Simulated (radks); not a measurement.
# Ga⁴⁺ in [Ne] 3s2 3p5 3d9 4s1: an all-electron calculation

The task here is to estimate one member of a computed series from the others.

Method: scalar-relativistic Kohn-Sham, PBEsol, spin-unpolarised, spherical densities, finite nucleus. Code: radks (a radial shooting solver on a logarithmic mesh, Libxc functionals) version 1.

### The system

* element: gallium (Z = 31)
* charge: +4
* electrons: 27
* configuration: [Ne] 3s2 3p5 3d9 4s1
* nuclear rms radius: 3.9973 fm

The outer shells:

Ga⁴⁺
```
[Ne] core
3s [↑↓]
3p [↑↓][↑↓][↑ ]
3d [↑↓][↑↓][↑↓][↑↓][↑ ]
4s [↑ ]
```

Set-up of the first run:

Settings of this run:

```text
Z 31
configuration [Ne] 3s2 3p5 3d9 4s1
relativity scalar-relativistic
functional pbe_sol,pbe_sol
spin unpolarised
nucleus finite rms 3.9973 fm
c 137.035999084
```

Started as:

```
> python run_ks.py task.json out
```

This one command runs every case of the session in turn.

One table of the session follows, with a row left open; its other results are not shown here.

It belongs to the step «Shells». Radial moments (bohr):

| level | <r> | outermost maximum (interpolated) | 90 % within | nodes |
| --- | --- | --- | --- | --- |
| 1s | 0.04863 | 0.0318 | 0.0869 | 0 |
| 2s | ? | ? | ? | ? |
| 2p | 0.1907 | 0.146 | 0.312 | 0 |
| 3s | 0.6420 | 0.561 | 0.957 | 2 |
| 3p | 0.6619 | 0.562 | 1.01 | 1 |
| 3d | 0.7143 | 0.517 | 1.18 | 0 |
| 4s | 1.752 | 1.57 | 2.54 | 3 |

**Question.** Estimate the row for 2s.

As computed: <r>: 0.2179; outermost maximum (interpolated): 0.182; 90 % within: 0.337; nodes: 1. In the column «<r>» it lies between 2p (0.1907) and 3s (0.6420).
